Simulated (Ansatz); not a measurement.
# ZrBr: the cost of one run

Program: Ansatz 0.2.0. Level of theory: DFT LDA, scalar-relativistic. These are calculated values, not measurements.

## Step 1: The starting structure

It takes space group R-3m (No. 166, trigonal). The conventional cell has a = 3.503 Å, b = 3.503 Å, c = 28.071 Å, α = 90.00°, β = 90.00°, γ = 120.00°. Zr (site symmetry 3m) is surrounded by 3 Br at 2.74 Å and 3 Zr at 3.13 Å. Br (site symmetry 3m) has 3 Zr at 2.74 Å as nearest neighbours.

Coordinates:

```xyz
4
Lattice="1.7516 1.0113 9.3570 -1.7516 1.0113 9.3570 0.0000 -2.0225 9.3570" Properties=species:S:1:pos:R:3 pbc="T T T"
Zr    0.0000    0.0000    5.8725
Zr    0.0000    0.0000   22.1985
Br    0.0000    0.0000   10.9954
Br    0.0000    0.0000   17.0756
```

Atoms are numbered in the order of the input: Zr1, Zr2, Br3, Br4.

## Step 2: After the deformation

Space group R-3m before, R-3m after.

## Step 3: LAPW, all electrons

File input.yaml:

```yaml
crystal:
  lattice:
    - [1.7690669013, 1.0213712516, 9.357]
    - [-1.7690669013, 1.0213712516, 9.357]
    - [0.0, -2.0427425033, 9.357]
  atoms:
    - { symbol: Zr, position: [0.2092, 0.2092, 0.2092] }
    - { symbol: Zr, position: [0.7908, 0.7908, 0.7908] }
    - { symbol: Br, position: [0.3917, 0.3917, 0.3917] }
    - { symbol: Br, position: [0.6083, 0.6083, 0.6083] }
kpoints:
  mp_grid: { grid: [10, 10, 10] }
  band_path:
    path:
      - [0.0, 0.0, 0.0]
      - [0.5, 0.5, 0.5]
      - [0.8253900008, 0.1746099992, 0.5]
      - [0.5, -0.1746099992, 0.1746099992]
      - [0.5, 0.0, 0.0]
      - [0.0, 0.0, 0.0]
      - [0.3373049996, -0.3373049996, 0.0]
      - [0.6626950004, 0.0, 0.3373049996]
      - [0.5, 0.0, 0.5]
    npoints: 5
scf:
  occupations: { method: fermi_dirac, width: 0.02 }
hamiltonian:
  xc: lda
  pseudopotentials: { kind: all_electron, lapw: { basis_error: 0.0005 } }
output:
  forces: true
  stress: true
  eigenvalues: true
```

Run with:

```sh
$ ansatz run input.yaml --threads 1 --pin off --max-ram 4096MiB --backend cpu --events-out ev --progress --plain --runs-dir out
```

Q: Estimate wall time and peak memory on 1 thread of Arm Neoverse V1, shared host.

About 3.4 min, with a peak of 1.1 GiB.
